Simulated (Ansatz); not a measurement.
**CH₅InSe: basis-set convergence**

Aim: see how fast density functionals converge with the basis set for CH₅InSe.

Computed with Ansatz 0.2.0, Gaussian basis. Level: one geometry, several basis sets.

Levels to be run: PBE0-D4/def2-SVP; ωB97M-V/def2-SVP; PBE0-D4/def2-QZVPP; ωB97M-V/def2-QZVPP; the functionals' def2-TZVPP values are taken from earlier runs.

## Step 1: The geometry

An earlier PBE0-D4 in a triple-zeta def2 set relaxation fixed the geometry. In takes the def2 core potential; no spin-orbit term is included.

SMILES `C[Se][InH2]`, 8 atoms, charge 0, spin multiplicity 1.

Atoms are counted from 1 here; the program's logs count them from 0.

Bond lengths: C1–Se2 1.963 Å, C1–H4 1.088 Å, C1–H5 1.088 Å, C1–H6 1.088 Å, Se2–In3 2.492 Å, In3–H7 1.719 Å, In3–H8 1.712 Å. Angles: Se2–C1–H4 108.3°, Se2–C1–H5 110.8°, Se2–C1–H6 108.4°, H4–C1–H5 109.7°, H4–C1–H6 109.9°, H5–C1–H6 109.7°, C1–Se2–In3 100.1°, Se2–In3–H7 113.9°, Se2–In3–H8 117.1°, H7–In3–H8 129.1°.

## Step 2: PBE0-D4 in def2-SVP

Contents of in.yaml:

```yaml
crystal:
  periodic: [false, false, false]
  atoms:
    - {symbol: C, position_ang: [-0.748054, 1.202277, -0.529212]}
    - {symbol: Se, position_ang: [-1.180225, -0.176492, 0.799948]}
    - {symbol: In, position_ang: [0.903966, -1.539953, 0.708490]}
    - {symbol: H, position_ang: [-0.789273, 2.173569, -0.040202]}
    - {symbol: H, position_ang: [0.245096, 1.042059, -0.944060]}
    - {symbol: H, position_ang: [-1.489933, 1.156559, -1.323994]}
    - {symbol: H, position_ang: [2.072263, -0.951215, -0.406989]}
    - {symbol: H, position_ang: [0.986170, -2.906795, 1.736019]}
basis:
  gaussian: {orbitals: def2-SVP}
hamiltonian: {xc: pbe0, dispersion: d4}
output: {orbitals: {seedname: orbitals}}
```

Launch:

```bash
$ ansatz run in.yaml --threads 4 --pin off --events-out ev --progress --plain --max-ram 10444MiB
```

The runs that follow: ωB97M-V in def2-SVP; PBE0-D4 in def2-QZVPP; ωB97M-V in def2-QZVPP.

Q: Predict the results of all the runs planned. Wanted: PBE0-D4: double and triple zeta above quadruple; ωB97M-V: double and triple zeta above quadruple.

As calculated:

```
                                       quantity           value
PBE0-D4: double and triple zeta above quadruple  11.00, 1.49 eV
ωB97M-V: double and triple zeta above quadruple  11.06, 1.45 eV
```

What this shows: PBE0-D4 gains 9.52 eV from double to triple zeta, then 1.49 eV more. Total energies overstate the basis error of differences, where much of it tends to cancel.
